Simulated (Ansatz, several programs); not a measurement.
In2BiP as one 8-atom ordering (P-4m2) on the zincblende lattice, relaxed with PBE in Ansatz (plane waves, PAW): the symmetry is P-4m2 (No. 115, tetragonal); conventional cell a = 4.517 Å, c = 12.836 Å, 32.74 Å³ an atom. P is surrounded by 4 In at 2.65 Å; In is surrounded by 4 P at 2.65 Å; In is surrounded by 2 P at 2.65 Å and 2 Bi at 2.91 Å; Bi is surrounded by 4 In at 2.90–2.91 Å; In is surrounded by 4 Bi at 2.90 Å. The cell was then scaled with its shape and fractional coordinates held, which makes it stiffer than a relaxed compression. The cell comes from a prototype generator: it can be a known phase or a hypothetical one. Spin polarisation is off.

```csv
V (Å³/atom),E (meV/atom)
30.777,17.23
32.742,0.00
33.724,3.55
34.707,13.48
```

**Question.** Pass a cubic E = c₀ + c₁u + c₂u² + c₃u³, with u = V − 32.987 Å³, through these points.

**Answer.** c₀ = 0.22, c₁ = +1.838, c₂ = 3.808, c₃ = -0.2293 (meV and Å³).

**Question.** Where is the minimum, and what bulk modulus follows?

**Answer.** dE/du = 0 at u = -0.236, so V₀ = 32.75 Å³. B = V₀ d²E/dV² = 32.75 × (2c₂ + 6c₃u) = 32.75 × 7.941 = 260 meV/Å³, and 1 meV/Å³ is 0.16022 GPa: 42 GPa. A third-order Birch-Murnaghan fit to all five points gives 32.75 Å³ and 41 GPa.

**Question.** Predict the energy and the pressure at the withheld volume, 31.760 Å³.

**Answer.** With u = -1.227: E ≈ 4.12 meV and P = −dE/dV ≈ +1.37 GPa. The run gives 4.06 meV and, from its stress, +1.36 GPa.
